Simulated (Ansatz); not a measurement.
# BH3O2Si: the cost of one run

All numbers below are computed with Ansatz 0.2.0 (RKS PBE-D4/def2-SVP).

### 1 The system as given

Bond lengths: O1–Si2 1.625 Å, Si2–B3 1.887 Å, Si2–O4 1.857 Å, B3–O4 1.303 Å, O1–H5 0.958 Å, Si2–H6 1.457 Å, B3–H7 1.158 Å. Angles: O1–Si2–B3 118.1°, O1–Si2–O4 106.6°, O1–Si2–H6 110.0°, B3–Si2–O4 40.7°, B3–Si2–H6 122.7°, O4–Si2–H6 98.0°, Si2–O1–H5 121.9°, Si2–B3–O4 68.4°, Si2–B3–H7 156.9°, O4–B3–H7 134.6°, Si2–O4–B3 70.9°.

Coordinates:

```xyz
7

O    -0.9767    0.9058   -1.0828
Si    0.1356    0.6919    0.0831
B     1.1013   -0.9292    0.1046
O    -0.0577   -1.0536    0.6873
H    -1.8944    0.6622   -0.9570
H    -0.2816    1.3759    1.2997
H     1.9735   -1.6530   -0.1348
```

### 2 End point A

input.yaml reads:

```yaml
crystal:
  periodic: [false, false, false]
  atoms:
    - { symbol: O, position_ang: [-0.9767, 0.90582, -1.08283] }
    - { symbol: Si, position_ang: [0.13557, 0.69194, 0.08307] }
    - { symbol: B, position_ang: [1.10127, -0.92924, 0.1046] }
    - { symbol: O, position_ang: [-0.05771, -1.05359, 0.68726] }
    - { symbol: H, position_ang: [-1.89436, 0.66215, -0.95696] }
    - { symbol: H, position_ang: [-0.28155, 1.37587, 1.29969] }
    - { symbol: H, position_ang: [1.97349, -1.65296, -0.13483] }
basis:
  gaussian: { orbitals: def2-SVP }
hamiltonian:
  xc: pbe
  dispersion: d4
relax:
  f_tol: 0.015
  max_steps: 40
```

Launch:

```console
$ ansatz run input.yaml --threads 1 --pin off --max-ram 2048MiB --backend cpu --events-out ev --progress --plain --runs-dir out
```

Q: Estimate wall time and peak memory on 1 thread of Intel Xeon 6975P-C (Granite Rapids), shared host.

About 13 s, with a peak of 0.15 GiB.
